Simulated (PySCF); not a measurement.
# P⁺ (triplet): basis, grid and Hamiltonian

Aim: see how much the energy and properties of P⁺ (triplet) depend on the numerical set-up.

Program: PySCF 2.14.0. Level of theory: method and basis as typed in the scripts. These are calculated values, not measurements.

4 further runs of the same task are left out: 4 that didn't finish.

**1. The atom**

P⁺ (triplet): 1 atom, charge 1, spin multiplicity 3.

**2. The run that the others are compared with**

Input file input.py:

```python
from pyscf import gto, scf, cc

mol = gto.M(
    atom='P 0 0 0',
    basis='sto-3g',
    charge=1,
    spin=2,
    verbose=4,
)
mf = scf.ROHF(mol)
mf.kernel()
mycc = cc.CCSD(mf, frozen=5)
mycc.kernel()
e = mycc.eaccsd(nroots=6)[0]
print('roots (eV) =', (e*27.211386).round(3))
mf.dip_moment()
print('orbital energies (hartree):', mf.mo_energy[..., max(0, mol.nelec[1]-3):mol.nelec[0]+3].round(4))
```

Started as:

```sh
OMP_NUM_THREADS=1 python input.py
```

The log of this run is left out.

It gives: E(SCF) = -336.624522 Eh, 4 cycles, E(CCSD) − E(SCF) = -0.01415 Eh, attachment roots -6.255, -6.255, -3.804, -3.804, -3.803 eV.

Positive EA roots mean that the added electron is unbound. The triplet is typed in the script; nothing here shows that it is the ground state.

**3. Cc-pvqz**

Run 1 changes basis set: sto-3g → cc-pvqz.

Input file input.py:

```python
from pyscf import gto, scf, cc

mol = gto.M(
    atom='P 0 0 0',
    basis='cc-pvqz',
    charge=1,
    spin=2,
    verbose=4,
)
mf = scf.ROHF(mol)
mf.kernel()
mycc = cc.CCSD(mf, frozen=5)
mycc.kernel()
e = mycc.eaccsd(nroots=6)[0]
print('roots (eV) =', (e*27.211386).round(3))
mf.dip_moment()
print('orbital energies (hartree):', mf.mo_energy[..., max(0, mol.nelec[1]-3):mol.nelec[0]+3].round(4))
```

Started as:

```sh
OMP_NUM_THREADS=1 python input.py
```

**4. Def2-svp**

Run 2 changes basis set: sto-3g → def2-svp.

Edit input.py of step 2 so:

```diff
@@ -4,3 +4,3 @@
     atom='P 0 0 0',
-    basis='sto-3g',
+    basis='def2-svp',
     charge=1,
```

**5. Spin-free X2C on**

Run 3 changes spin-free X2C: off → on.

Edit input.py of step 2 so:

```diff
@@ -10,2 +10,3 @@
 mf = scf.ROHF(mol)
+mf = mf.sfx2c1e()
 mf.kernel()
```

**6. Cartesian functions on**

Run 4 changes Cartesian functions: off → on.

Edit input.py of step 2 so:

```diff
@@ -7,2 +7,3 @@
     spin=2,
+    cart=True,
     verbose=4,
```

**7. Density fitting def2-universal-jkfit**

Run 5 changes density fitting: none → def2-universal-jkfit.

Edit input.py of step 2 so:

```diff
@@ -10,2 +10,3 @@
 mf = scf.ROHF(mol)
+mf = mf.density_fit(auxbasis='def2-universal-jkfit')
 mf.kernel()
```

Before running it: what results should come out? Wanted: for each run, E(SCF); from base; after the SCF.

As calculated:

```
                                 run  E(SCF) (hartree)  from base (eV)  cycles  functions                                                  after the SCF
                                base       -336.624522               0       4          9   CCSD correlation -0.385 eV, core frozen, first root -6.25 eV
                             cc-pvqz       -340.349463       -101.3608       7         59  CCSD correlation -2.446 eV, core frozen, first root -10.44 eV
                            def2-svp       -340.227966        -98.0547       6         18  CCSD correlation -2.011 eV, core frozen, first root -10.21 eV
                    spin-free X2C on       -337.253786        -17.1232       4          9   CCSD correlation -0.383 eV, core frozen, first root -6.29 eV
              Cartesian functions on       -336.624522          0.0000       4          9   CCSD correlation -0.385 eV, core frozen, first root -6.25 eV
density fitting def2-universal-jkfit       -336.624714         -0.0052       4          9   CCSD correlation -0.385 eV, core frozen, first root -6.25 eV
```

**Reading.** No change of the SCF energy comes from Cartesian functions on. The basis has no d shells, so the Cartesian switch can't act. Of the runs whose energies can be compared, “cc-pvqz” moves the SCF energy most (-101.361 eV). cc-pvqz (59 functions) gives an energy 101.36 eV lower than sto-3g (9). def2-svp (18 functions) gives an energy 98.05 eV lower than sto-3g (9). Scalar relativity lowers the total energy by 17.12 eV, nearly all of it in the inner shells; a basis contracted without relativity catches only part of it. The dearest run is “cc-pvqz”, at 7.9 s against 0.98 s.
